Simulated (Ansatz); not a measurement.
**C₅H₈O₂S: one species, many methods**

One table from this session's results is given with a row withheld; the runs are named, their logs left out.

The runs use Ansatz 0.2.0, Gaussian basis; functionals in def2-TZVPP, the program's frozen cores in correlated methods.

Plan: PBE-D4, r2SCAN-D4, PBE0-D4, B3LYP-D4, ωB97X-V, ωB97M-V, B2PLYP; CCSD(T)/def2-TZVPP; MP2/def2-QZVPP; extrapolation to the limit.

## The relaxed structure

An earlier PBE0-D4 in a triple-zeta def2 set relaxation fixed the geometry.

16 atoms, charge 0, spin multiplicity 1.

Atoms are counted from 1 here; the program's logs count them from 0.

Bond lengths: C1–C2 1.487 Å, C1–H9 1.095 Å, C1–H10 1.095 Å, C1–H11 1.091 Å, C2–C3 1.333 Å, C2–C8 1.497 Å, C3–C4 1.490 Å, C3–H12 1.085 Å, C4–S5 1.800 Å, C4–H13 1.092 Å, C4–H14 1.093 Å, S5–O6 1.437 Å, S5–O7 1.436 Å, S5–C8 1.798 Å, C8–H15 1.092 Å, C8–H16 1.093 Å. Angles: C2–C1–H9 110.7°, C2–C1–H10 111.0°, C2–C1–H11 111.2°, H9–C1–H10 106.8°, H9–C1–H11 108.4°, H10–C1–H11 108.4°, C1–C2–C3 125.5°, C1–C2–C8 119.2°, C3–C2–C8 115.3°, C2–C3–C4 117.6°, C2–C3–H12 122.2°, C4–C3–H12 120.2°, C3–C4–S5 103.7°, C3–C4–H13 114.0°, C3–C4–H14 113.7°, S5–C4–H13 107.4°, S5–C4–H14 108.2°, H13–C4–H14 109.3° and more.

The first run:

Contents of in.yaml:

```yaml
crystal:
  periodic: [false, false, false]
  atoms:
    - {symbol: C, position_ang: [-1.891999, 1.068092, 0.550846]}
    - {symbol: C, position_ang: [-0.656138, 0.295583, 0.255837]}
    - {symbol: C, position_ang: [0.082450, -0.355013, 1.154604]}
    - {symbol: C, position_ang: [1.295313, -1.068110, 0.664892]}
    - {symbol: S, position_ang: [1.497054, -0.461337, -1.017831]}
    - {symbol: O, position_ang: [2.431472, 0.630082, -0.998939]}
    - {symbol: O, position_ang: [1.679196, -1.551180, -1.935244]}
    - {symbol: C, position_ang: [-0.161989, 0.218763, -1.154902]}
    - {symbol: H, position_ang: [-1.770508, 2.117761, 0.265591]}
    - {symbol: H, position_ang: [-2.742290, 0.681331, -0.019597]}
    - {symbol: H, position_ang: [-2.141028, 1.025397, 1.611832]}
    - {symbol: H, position_ang: [-0.169678, -0.369819, 2.209354]}
    - {symbol: H, position_ang: [2.207649, -0.822052, 1.212395]}
    - {symbol: H, position_ang: [1.180663, -2.154151, 0.624623]}
    - {symbol: H, position_ang: [-0.080683, 1.193102, -1.642215]}
    - {symbol: H, position_ang: [-0.759465, -0.448471, -1.781263]}
basis:
  gaussian: {orbitals: def2-TZVPP}
hamiltonian: {xc: pbe, dispersion: d4}
output: {forces: true, orbitals: {seedname: orbitals}}
```

Run with:

```bash
$ ansatz run in.yaml --threads 2 --pin off --events-out ev --progress --plain --max-ram 32768MiB --backend cuda --devices 0, --max-vram 18GiB
```

Steps of the session up to this table: PBE-D4 (GGA); r2SCAN-D4 (meta-GGA); PBE0-D4 (hybrid); B3LYP-D4 (hybrid); ωB97X-V (range-separated); ωB97M-V (range-separated); B2PLYP (double hybrid); CCSD(T) in def2-TZVPP; MP2 in def2-QZVPP.

One of the session's tables, all rows but one given; the rest of the session is left out.

```
            method  atomisation energy (eV)
            PBE-D4                   71.108
         r2SCAN-D4                   69.201
           PBE0-D4                   69.404
          B3LYP-D4                   68.415
           ωB97X-V                   68.756
           ωB97M-V                   68.809
            B2PLYP                   67.770
     HF/def2-TZVPP                   48.064
    MP2/def2-TZVPP                   68.556
   CCSD/def2-TZVPP                   65.211
CCSD(T)/def2-TZVPP                   66.575
           MP2/CBS                        ?
       CCSD(T)/CBS                   68.606
```

**Question.** Estimate the row for MP2/CBS.

As computed: atomisation energy (eV): 70.587. In the column «atomisation energy (eV)» it lies between PBE0-D4 (69.404) and PBE-D4 (71.108).
